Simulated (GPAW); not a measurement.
# SiF (Pm-3m) in GPAW: reference runs

Reference runs on SiF: the cell as given.

Program: GPAW 26.7.0. These are calculated values, not measurements. Logs are shortened: lines on timing, memory, paths and dates and some standing lists are left out, and cuts for length are marked. The log counts tension as positive stress, the text compression.

## 1. The crystal as given

The structure is cubic, space group Pm-3m (No. 221). Conventional cell: a = 3.029 Å, b = 3.029 Å, c = 3.029 Å, α = 90.00°, β = 90.00°, γ = 90.00°. Si (site symmetry m-3m) has 8 F at 2.62 Å as nearest neighbours. F (site symmetry m-3m) has 8 Si at 2.62 Å as nearest neighbours.

The cell was built by a generator and needn't be a form met in nature.

## 2. Single point, PBE

Contents of run.py:

```python
from ase import Atoms
from ase.dft.bandgap import bandgap
from ase.io import write
from ase.units import Bohr, GPa
from gpaw import GPAW, PW
from gpaw.elf import elf_from_dft_calculation

atoms = Atoms(['Si', 'F'],
              cell=[[3.0286, 0.0, 0.0],
                    [0.0, 3.0286, 0.0],
                    [0.0, 0.0, 3.0286]],
              scaled_positions=[[0.5, 0.5, 0.5],
                                [0.0, 0.0, 0.0]],
              pbc=True)

calc = GPAW(mode=PW(800),
            xc='PBE',
            kpts={'size': (9, 9, 9), 'gamma': True},
            occupations={'name': 'fermi-dirac', 'width': 0.05},
            nbands=13,
            convergence={'density': 1e-05, 'energy': 1e-05},
            maxiter=150,
            txt='gpaw.txt')
atoms.calc = calc
energy = atoms.get_potential_energy()
forces = atoms.get_forces()
stress = atoms.get_stress()
calc.write('gs.gpw')
write('result.traj', atoms)
print(f'Energy: {energy:.6f} eV')
print('Forces (eV/A):')
print(forces.round(4))
print('Stress (GPa):', (stress / GPa).round(3))
print('Fermi level:', round(calc.get_fermi_level(), 4), 'eV')
print(f'Gap: {bandgap(calc)[0]:.4f} eV, direct: {bandgap(calc, direct=True)[0]:.4f} eV')

# fields on the real-space grid
write('density.cube', atoms, data=calc.get_pseudo_density() * Bohr**3)
write('potential.cube', atoms, data=calc.get_electrostatic_potential())
write('elf.cube', atoms, data=elf_from_dft_calculation(calc).data)
```

Potentials or basis: GPAW PAW data sets (gpaw-data 1.2.1), pw.

Started as:

```
$ OMP_NUM_THREADS=1 python run.py
```

gpaw.txt:

```text
__  _  _
 | _ |_)|_||  |
 |__||  | ||/\| - 26.7.0

Input parameters:
  mode=PW(ecut=800.0),
  convergence={'density': 1e-05, 'energy': 1e-05},
  kpts=MonkhorstPack(size=(9, 9, 9), gamma=True),
  maxiter=150,
  nbands=13,
  occupations=Occupations(name='fermi-dirac', width=0.05),
  xc=XC(name='PBE')

Diagonalizing LCAO Hamiltonian
Converting LCAO to pw mode
   .------.
  /|      |
 * |      |
 | | Si   |
 | .------.
 |/      /
 F------*

Atoms  # Å, Bohr magnetons
|   | symbol |        x |        y |        z |    initial magnetic moments |
|---|--------|----------|----------|----------|-----------------------------|
| 0 |     Si | 1.514300 | 1.514300 | 1.514300 | ( 0.0000,  0.0000,  0.0000) |
| 1 |      F | 0.000000 | 0.000000 | 0.000000 | ( 0.0000,  0.0000,  0.0000) |

Unit cell  # Å
| periodic |        x |        y |        z |  lengths |    angles |
|----------|----------|----------|----------|----------|-----------|
|      yes | 3.028600 | 0.000000 | 0.000000 | 3.028600 | 90.000000 |
|      yes | 0.000000 | 3.028600 | 0.000000 | 3.028600 | 90.000000 |
|      yes | 0.000000 | 0.000000 | 3.028600 | 3.028600 | 90.000000 |

Number of symmetries: 48
Symmetry operations  # r_c * U_cc + t_c -> r_c
|    | kind |            matrix            |
|----|------|------------------------------|
|  0 |  E   |  1, 0, 0,  0, 1, 0,  0, 0, 1 |
|  1 |  σ   |  1, 0, 0,  0, 1, 0,  0, 0,-1 |
|  2 |  σ   |  1, 0, 0,  0, 0, 1,  0, 1, 0 |
|  3 |  C4  |  1, 0, 0,  0, 0, 1,  0,-1, 0 |
|  4 |  C4  |  1, 0, 0,  0, 0,-1,  0, 1, 0 |
|  5 |  σ   |  1, 0, 0,  0, 0,-1,  0,-1, 0 |
|  6 |  σ   |  1, 0, 0,  0,-1, 0,  0, 0, 1 |
|  7 |  C2  |  1, 0, 0,  0,-1, 0,  0, 0,-1 |
|  8 |  σ   |  0, 1, 0,  1, 0, 0,  0, 0, 1 |
|  9 |  C2  |  0, 1, 0,  1, 0, 0,  0, 0,-1 |
| 10 |  C3  |  0, 1, 0,  0, 0, 1,  1, 0, 0 |
| 11 |  S6  |  0, 1, 0,  0, 0, 1, -1, 0, 0 |
| 12 |  S6  |  0, 1, 0,  0, 0,-1,  1, 0, 0 |
| 13 |  C3  |  0, 1, 0,  0, 0,-1, -1, 0, 0 |
| 14 |  C4  |  0, 1, 0, -1, 0, 0,  0, 0, 1 |
| 15 |  S4  |  0, 1, 0, -1, 0, 0,  0, 0,-1 |
| 16 |  C3  |  0, 0, 1,  1, 0, 0,  0, 1, 0 |
| 17 |  S6  |  0, 0, 1,  1, 0, 0,  0,-1, 0 |
| 18 |  σ   |  0, 0, 1,  0, 1, 0,  1, 0, 0 |
| 19 |  C4  |  0, 0, 1,  0, 1, 0, -1, 0, 0 |
| 20 |  C2  |  0, 0, 1,  0,-1, 0,  1, 0, 0 |
| 21 |  S4  |  0, 0, 1,  0,-1, 0, -1, 0, 0 |
| 22 |  S6  |  0, 0, 1, -1, 0, 0,  0, 1, 0 |
| 23 |  C3  |  0, 0, 1, -1, 0, 0,  0,-1, 0 |
| 24 |  S6  |  0, 0,-1,  1, 0, 0,  0, 1, 0 |
| 25 |  C3  |  0, 0,-1,  1, 0, 0,  0,-1, 0 |
| 26 |  C4  |  0, 0,-1,  0, 1, 0,  1, 0, 0 |
| 27 |  σ   |  0, 0,-1,  0, 1, 0, -1, 0, 0 |
| 28 |  S4  |  0, 0,-1,  0,-1, 0,  1, 0, 0 |
| 29 |  C2  |  0, 0,-1,  0,-1, 0, -1, 0, 0 |
| 30 |  C3  |  0, 0,-1, -1, 0, 0,  0, 1, 0 |
| 31 |  S6  |  0, 0,-1, -1, 0, 0,  0,-1, 0 |
| 32 |  C4  |  0,-1, 0,  1, 0, 0,  0, 0, 1 |
| 33 |  S4  |  0,-1, 0,  1, 0, 0,  0, 0,-1 |
| 34 |  S6  |  0,-1, 0,  0, 0, 1,  1, 0, 0 |
| 35 |  C3  |  0,-1, 0,  0, 0, 1, -1, 0, 0 |
| 36 |  C3  |  0,-1, 0,  0, 0,-1,  1, 0, 0 |
| 37 |  S6  |  0,-1, 0,  0, 0,-1, -1, 0, 0 |
| 38 |  σ   |  0,-1, 0, -1, 0, 0,  0, 0, 1 |
| 39 |  C2  |  0,-1, 0, -1, 0, 0,  0, 0,-1 |
| 40 |  σ   | -1, 0, 0,  0, 1, 0,  0, 0, 1 |
| 41 |  C2  | -1, 0, 0,  0, 1, 0,  0, 0,-1 |
| 42 |  C2  | -1, 0, 0,  0, 0, 1,  0, 1, 0 |
| 43 |  S4  | -1, 0, 0,  0, 0, 1,  0,-1, 0 |
| 44 |  S4  | -1, 0, 0,  0, 0,-1,  0, 1, 0 |
| 45 |  C2  | -1, 0, 0,  0, 0,-1,  0,-1, 0 |
| 46 |  C2  | -1, 0, 0,  0,-1, 0,  0, 0, 1 |
| 47 |  i   | -1, 0, 0,  0,-1, 0,  0, 0,-1 |

BZ-sampling:
  Number of BZ points: 729
  Number of IBZ points: 35

  Monkhorst-Pack size: [9, 9, 9]
  Monkhorst-Pack shift: [0, 0, 0]

K-points  # in reciprocal-cell coordinates
|     |                                coordinates |     weight |
|-----|--------------------------------------------|------------|
|   0 | (  0.00000000,   0.00000000,   0.00000000) | 0.00137174 |
|   1 | (  0.11111111,   0.00000000,   0.00000000) | 0.00823045 |
|   2 | (  0.11111111,   0.11111111,   0.00000000) | 0.01646091 |
|   3 | (  0.11111111,   0.11111111,   0.11111111) | 0.01097394 |
|   4 | (  0.22222222,   0.00000000,   0.00000000) | 0.00823045 |
|   5 | (  0.22222222,   0.11111111,   0.00000000) | 0.03292181 |
|   6 | (  0.22222222,   0.11111111,   0.11111111) | 0.03292181 |
|   7 | (  0.22222222,   0.22222222,   0.00000000) | 0.01646091 |
|   8 | (  0.22222222,   0.22222222,   0.11111111) | 0.03292181 |
|   9 | (  0.22222222,   0.22222222,   0.22222222) | 0.01097394 |
| ... |                                            |            |
|  34 | (  0.44444444,   0.44444444,   0.44444444) | 0.01097394 |

Plane wave coefficients: 1439
Cutoff: 800.0 eV

Spin-components: 1 (collinear spins)
Bands:           13
Projectors:      10
Spin-degeneracy: 2
Datatype:        complex128

Parallelization:
  kpt:    1
  domain: 1
  band:   1

Density:
  Valence electrons: 11.0
  Components: 1
  Grid points: [20 20 20]
  Charge: 0.0  # |e|

Potential:
  Grid points: [20 20 20]

species:
  Si:
    name:    Silicon
    Z:       14.0
    valence: 4
    core:    10
    charge:  0.0  # [|e|]
    compensation charges:
      type: gauss
      rc: 0.33  # [Å]
      lmax: 2
    cutoffs:
      filter: 1.86  # [Å]
      core: 2.06  # [Å]
    projectors
    | kind |    occ | energy [eV] | rcut [Å] |
    |------|--------|-------------|----------|
    |   3s |  2.000 |     -10.812 |    1.058 |
    |   3p |  2.000 |      -4.081 |    1.058 |
    |    s |        |      16.399 |    1.058 |
    |    p |        |      23.130 |    1.058 |
    |    d |        |       0.000 |    1.058 |

    Using partial waves for Si as LCAO basis

  F:
    name:    Fluorine
    Z:       9.0
    valence: 7
    core:    2
    charge:  0.0  # [|e|]
    compensation charges:
      type: gauss
      rc: 0.20  # [Å]
      lmax: 2
    cutoffs:
      filter: 1.14  # [Å]
      core: 0.74  # [Å]
    projectors
    | kind |    occ | energy [eV] | rcut [Å] |
    |------|--------|-------------|----------|
    |   2s |  2.000 |     -29.898 |    0.635 |
    |   2p |  5.000 |     -11.110 |    0.635 |
    |    s |        |      -2.687 |    0.635 |
    |    p |        |      16.102 |    0.635 |
    |    d |        |       0.000 |    0.635 |

    Using partial waves for F as LCAO basis

Reference energy: -10600.425035  # eV

eigensolver:
  PPCG
  Converge bands: occupied
  niter=2

density mixing:
  MSR1-Mixer
  Pratt-step length: 0.05
  Maximum mixing coefficient: 0.75
  Old densities: 10
  SVD Regularization: 0.005
  Good broyden scale: 1.0
  Trust region scale: 1.0
  Backstep threshold: 4.0
  History deletion threshold: 6.0
  Fourier metric: weight=20.0, sigma=0.015

occupation numbers:
  Fermi-Dirac:
    width: 0.0500  # eV

poisson solver:
  ecut: 6400.0  # eV

xc functional:
  name: PBE with 2 nearest neighbor stencil

convergence criteria:
- Maximum integral of absolute [dens]ity change: 1e-05 electrons / valence electron
- Maximum [total energy] change in last 3 cyles: 1e-05 eV / valence electron
- Maximum integral of absolute [eigenst]ate change: 4e-08 eV^2 / valence electron
maximum number of iterations: 150

SCF iterations
|iter     | |      energy | eigst |  dens |
|---------|-|-------------|-------|-------|
|iter:   1| |   -8.379811 | -0.31 |       |
|iter:   2| |   -8.175441 | -2.34 | -1.03 |
|iter:   3| |   -7.730913 | -0.83 | -1.09 |
|iter:   4| |   -7.715712 | -2.25 | -1.65 |
|iter:   5| |   -7.713706 | -3.41 | -1.87 |
|iter:   6| |   -7.713089 | -4.11 | -2.56 |
|iter:   7| |   -7.713172 | -5.09 | -2.94 |
|iter:   8| |   -7.713144c| -6.19 | -3.57 |
|iter:   9| |   -7.713145c| -7.56c| -4.63 |
|iter:  10| |   -7.713145c| -8.64c| -5.09c|

Converged in 10 steps
Energy contributions relative to reference atoms: (reference = -10600.425035)

Energy contributions:
  Kinetic:           6.972461
  Coulomb:          -7.229630
  Zero:              0.090121
  External:          0.000000
  Xc:               -7.537239
  Entropy:          -0.017716
  Spinorbit:         0.000000
  ----------------------------
  Free energy:      -7.722003
  Extrapolated:     -7.713145

dipole moment: (-9.076158, -9.076158, -9.076158)  # |e|*Ang

Fermi level: 5.838
Eigenvalues  # (at kpt = [0.000, 0.000, 0.000])
| band index |      eig [eV] | occ [0-2] |
|------------|---------------|-----------|
|          0 |       -18.305 |     2.000 |
|          1 |        -3.137 |     2.000 |
|          2 |         0.614 |     2.000 |
|          3 |         0.614 |     2.000 |
|          4 |         0.614 |     2.000 |
|          5 |        10.990 |     0.000 |
|          6 |        10.990 |     0.000 |
|          7 |        10.990 |     0.000 |
|          8 |        11.658 |     0.000 |
|          9 |        11.658 |     0.000 |
|         10 |        21.865 |     0.000 |
|         11 |        22.816 |     0.000 |
|         12 |        22.816 |     0.000 |

No gap
No difference between direct/indirect transitions

Forces  # eV/Ang
|        x |        y |        z |
|----------|----------|----------|
|  0.00000 |  0.00000 |  0.00000 |  # Si   0
| -0.00000 | -0.00000 | -0.00000 |  # F    1

Stress tensor  # eV/Ang^3
|        x |        y |        z |
|----------|----------|----------|
| 0.004952 | 0.000000 | 0.000000 |
| 0.000000 | 0.004952 | 0.000000 |
| 0.000000 | 0.000000 | 0.004952 |

# Writing to gs.gpw (mode='')
```

It took 10 s on 1 thread of Arm Neoverse V1, shared host; peak memory 0.15 GiB.

Results:

| Property | Result |
| --- | --- |
| Free energy | -7.7220 eV |
| Pressure | -0.8 GPa |
| Band gap on the k mesh | none (metal or under the smearing width) |

Caveat: an odd number of electrons without spin polarisation forces a metal; a magnetic or distorted state may lie lower.
